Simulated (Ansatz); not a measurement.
# CH3FOSi: one species, many methods

How much do the methods differ for CH3FOSi? The plan is to run it at one geometry with functionals of several rungs and with coupled cluster. The yardstick is the atomisation energy at the CCSD(T) limit.

Computed with Ansatz 0.2.0, Gaussian basis. Level: functionals in def2-TZVPP, the program's frozen cores in correlated methods.

The runs, in order: LDA (SPW92), PBE-D4, revPBE-D4, BLYP-D4, r2SCAN-D4, B97M-V, PBE0-D4, B3LYP-D4, r2SCANh-D4, r2SCAN0-D4, HSE06-D4, BHLYP-D4, CAM-B3LYP-D4, LC-ωPBE, ωB97X-V, ωB97M-V, B2PLYP, PBE-QIDH; CCSD(T)/def2-SVP; CCSD(T)/def2-TZVPP; MP2/def2-QZVPP; extrapolation to the limit; RPA on PBE.

### 1 The geometry

The geometry comes from an earlier relaxation with PBE0-D4 in a triple-zeta def2 set; it is a stationary point, not always the lowest conformer.

SMILES `CO[Si]F`, 7 atoms, charge 0, spin multiplicity 1.

Atoms are counted from 1 here; the program's logs count them from 0.

Bond lengths: C1–O2 1.415 Å, C1–H5 1.092 Å, C1–H6 1.092 Å, C1–H7 1.092 Å, O2–Si3 1.628 Å, Si3–F4 1.622 Å. Angles: O2–C1–H5 111.5°, O2–C1–H6 108.9°, O2–C1–H7 108.9°, H5–C1–H6 109.4°, H5–C1–H7 109.4°, H6–C1–H7 108.7°, C1–O2–Si3 132.8°, O2–Si3–F4 102.4°.

Geometry (Å):

```xyz
7
CH3FOSi
C    -0.50355    0.22710    0.59096
O     0.65806    0.67022   -0.08544
Si    1.55100    0.02846   -1.28565
F     0.77526   -1.36254   -1.59130
H    -0.84201   -0.74010    0.21377
H    -0.28200    0.14292    1.65655
H    -1.29566    0.96593    0.45550
```

### 2 LDA

This LDA is Slater exchange with PW92 correlation.

Input file in.yaml:

```yaml
crystal:
  periodic: [false, false, false]
  atoms:
    - {symbol: C, position_ang: [-0.503555, 0.227098, 0.590963]}
    - {symbol: O, position_ang: [0.658062, 0.670219, -0.085438]}
    - {symbol: Si, position_ang: [1.551000, 0.028464, -1.285651]}
    - {symbol: F, position_ang: [0.775260, -1.362541, -1.591298]}
    - {symbol: H, position_ang: [-0.842010, -0.740100, 0.213769]}
    - {symbol: H, position_ang: [-0.281997, 0.142925, 1.656553]}
    - {symbol: H, position_ang: [-1.295659, 0.965935, 0.455501]}
basis:
  gaussian: {orbitals: def2-TZVPP}
hamiltonian: {xc: lda}
output: {orbitals: {seedname: orbitals}}
```

After this run come: PBE-D4 (GGA); revPBE-D4 (GGA); BLYP-D4 (GGA); r2SCAN-D4 (meta-GGA); B97M-V (meta-GGA); PBE0-D4 (hybrid); B3LYP-D4 (hybrid); r2SCANh-D4 (hybrid); r2SCAN0-D4 (hybrid); HSE06-D4 (hybrid); BHLYP-D4 (hybrid); CAM-B3LYP-D4 (range-separated); LC-ωPBE-D4 (range-separated); ωB97X-V (range-separated); ωB97M-V (range-separated); B2PLYP (double hybrid); PBE-QIDH (double hybrid); CCSD(T) in def2-SVP; CCSD(T) in def2-TZVPP; MP2 in def2-QZVPP; RPA on PBE orbitals.

**Question.** What will the summary of the whole plan be? Wanted: atomisation energy, CCSD(T)/CBS; farthest beyond LDA; mean size of error, GGA; mean size of error, meta-GGA; mean size of error, hybrid; mean size of error, range-separated; mean size of error, double hybrid; gap, smallest and largest; T1 diagnostic.

The runs gave:

| quantity | value |
| --- | --- |
| atomisation energy, CCSD(T)/CBS | 2775.6 kJ/mol |
| functionals within 13.9 kJ/mol (0.5 %) | BLYP-D4, r2SCAN-D4, B97M-V, B3LYP-D4, CAM-B3LYP-D4, ωB97X-V, ωB97M-V |
| farthest beyond LDA | BHLYP-D4 (-117.0 kJ/mol) |
| mean size of error, GGA | 28.7 kJ/mol |
| mean size of error, meta-GGA | 8.8 kJ/mol |
| mean size of error, hybrid | 50.3 kJ/mol |
| mean size of error, range-separated | 12.2 kJ/mol |
| mean size of error, double hybrid | 39.6 kJ/mol |
| gap, smallest and largest | 4.15 eV (LDA (SPW92)), 11.03 eV (LC-ωPBE) |
| T1 diagnostic | 0.0144 |
| triples share of the correlation energy | 3.4 % |

What this shows: LDA overbinds by 416.2 kJ/mol (15 %). PBE-D4 misses by +46.0 kJ/mol. Double hybrids carry the basis error of their MP2 part in triple zeta, and no dispersion term here, so their miss is partly the set-up's. The rungs meta-GGA, range-separated miss on average by less than the doubt on the reference (13.9 kJ/mol), so they tie. The reference freezes the cores and leaves out relativity and excitations past (T), so misses under about 13.9 kJ/mol can't be ranked. Hartree-Fock recovers 72 % of the binding; the rest is correlation. CCSD(T) in def2-SVP is off by -197.5 kJ/mol, worse than the median functional, from the basis alone. The gap grows from 4.2 to 11.0 eV across the functionals, mostly with the share of exact exchange.
